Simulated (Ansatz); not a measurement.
SiO:

```
CELL_PARAMETERS angstrom
2.80697 0.00000 0.00000
0.00000 2.80697 0.00000
0.00000 0.00000 2.80697
ATOMIC_POSITIONS crystal
Si 0.00000 0.00000 0.00000
O 0.50000 0.50000 0.50000
```

The cell was built by a generator and needn't be a form met in nature.

Program: Ansatz 0.2.0. Alike in all runs: task single point; potentials or basis Ansatz PAW; no spin polarisation; cell as given; k mesh 5 × 5 × 5; smearing fermi-dirac 0.05 eV; the mesh is coarse, so values aren't converged.

Order these runs on this cell by their band gap on the k mesh, lowest first.
A. level r2SCANh; cutoff (eV) 500
B. level r2SCAN50; cutoff (eV) 500
C. level r2SCAN0; cutoff (eV) 500
D. level HF; cutoff (eV) 420

A (0.91 eV), C (1.76 eV), B (3.26 eV), D (6.66 eV).

Caveats: all runs use coarse meshes; odd divisions of the mesh miss points on the zone boundary, where band edges often lie, so the gap on the mesh can be too wide.

A k mesh can miss the band edges.
